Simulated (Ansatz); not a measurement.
# Eu: the cost of one run

Program: Ansatz 0.2.0. Level of theory: DFT LDA, with the methods named in each step. These are calculated values, not measurements.

## Step 1: The system as given

The structure is orthorhombic, space group Cmcm (No. 63). Conventional cell: a = 3.994 Å, b = 6.959 Å, c = 6.341 Å, α = 90.00°, β = 90.00°, γ = 90.00°. Around Eu (site symmetry m2m) lie 12 Eu at 3.90 to 4.01 Å.

Coordinates:

```xyz
2
Lattice="1.9971 -3.4797 0.0000 1.9971 3.4797 0.0000 0.0000 0.0000 6.3407" Properties=species:S:1:pos:R:3 pbc="T T T"
Eu    1.9971   -2.3444    4.7555
Eu    1.9971    2.3444    1.5852
```

Atoms are numbered in the order of the input: Eu1, Eu2.

## Step 2: Free moments, LAPW

Input file input.yaml:

```yaml
crystal:
  lattice:
    - [1.99706651, -3.47970938, 0.0]
    - [1.99706651, 3.47970938, 0.0]
    - [0.0, 0.0, 6.34072505]
  atoms:
    - { symbol: Eu, position: [0.83686714, 0.16313286, 0.75], spin: 7.0 }
    - { symbol: Eu, position: [0.16313286, 0.83686714, 0.25], spin: 7.0 }
magnetization:
  spin_polarized: true
kpoints:
  mp_grid: { grid: [10, 10, 5] }
scf:
  occupations: { method: fermi_dirac, width: 0.08 }
hamiltonian:
  xc: lda
  pseudopotentials: { kind: all_electron, lapw: { basis_error: 0.001 } }
output:
  forces: true
  stress: true
  eigenvalues: false
  populations: true
```

Started as:

```bash
$ ansatz run input.yaml --threads 1 --pin off --max-ram 3072MiB --backend cpu --events-out ev --progress --plain --runs-dir out
```

**Question.** How long does this run take on 1 thread of Arm Neoverse V1, shared host, and how much memory does it need?

About 97 s, with a peak of 0.72 GiB.
